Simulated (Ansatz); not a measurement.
# BClH6OSi: the cost of one run

Program: Ansatz 0.2.0. Level of theory: RKS BLYP-D4/def2-SVP. These are calculated values, not measurements.

## Step 1: The structure to begin with

Bond lengths: B1–Cl3 1.860 Å, B1–H4 1.190 Å, B1–O5 1.710 Å, O5–Si6 1.680 Å, Si6–H7 1.460 Å, Si6–H8 1.460 Å, Si6–H9 1.460 Å. Angles: Cl3–B1–H4 120.0°, Cl3–B1–O5 88.5°, H4–B1–O5 110.0°, B1–O5–Si6 125.0°, O5–Si6–H7 109.5°, O5–Si6–H8 109.5°, O5–Si6–H9 109.5°, H7–Si6–H8 109.4°, H7–Si6–H9 109.4°, H8–Si6–H9 109.4°.

As a file:

```xyz
10

B     0.0000    0.0000    0.0000
H     0.0000    0.0000    1.5400
Cl    1.6108    0.0000   -0.9300
H    -1.0305    0.0000   -0.5950
O     0.3647    1.5813    0.5392
Si    1.5600    1.9672    1.6549
H     2.2860    0.7572    2.0295
H     2.4875    2.9269    1.0631
H     0.9466    2.5534    2.8431
H     0.1936    0.8393    1.5370
```

## Step 2: A restrained relaxation towards end A

Springs on the bonds that form and break draw the guess towards this end; the thresholds are loose.

Contents of input.yaml:

```yaml
crystal:
  periodic: [false, false, false]
  atoms:
    - { symbol: B, position_ang: [0.0, 0.0, 0.0] }
    - { symbol: H, position_ang: [0.0, 0.0, 1.54] }
    - { symbol: Cl, position_ang: [1.6108, 0.0, -0.93] }
    - { symbol: H, position_ang: [-1.0305, 0.0, -0.595] }
    - { symbol: O, position_ang: [0.3647, 1.5813, 0.5392] }
    - { symbol: Si, position_ang: [1.56, 1.9672, 1.6549] }
    - { symbol: H, position_ang: [2.286, 0.7572, 2.0295] }
    - { symbol: H, position_ang: [2.4875, 2.9269, 1.0631] }
    - { symbol: H, position_ang: [0.9466, 2.5534, 2.8431] }
    - { symbol: H, position_ang: [0.1936, 0.8393, 1.537] }
basis:
  gaussian: { orbitals: def2-SVP }
hamiltonian:
  xc: blyp
  dispersion: d4
relax:
  f_tol: 0.15
  max_steps: 25
  restrain:
    - { distance: [0, 4], at: 2.61, k: 30.0 }
    - { distance: [9, 1], at: 1.86, k: 30.0 }
    - { distance: [0, 1], at: 1.19, k: 30.0 }
    - { distance: [9, 4], at: 1.01, k: 30.0 }
output:
  orbitals: {}
```

Command:

```
> ansatz run input.yaml --threads 2 --pin off --max-ram 3072MiB --backend cpu --events-out ev --progress --plain --runs-dir out
```

**Question.** How long does this run take on 2 threads of Arm Neoverse V2, shared host, and how much memory does it need?

About 24 s, with a peak of 0.14 GiB.
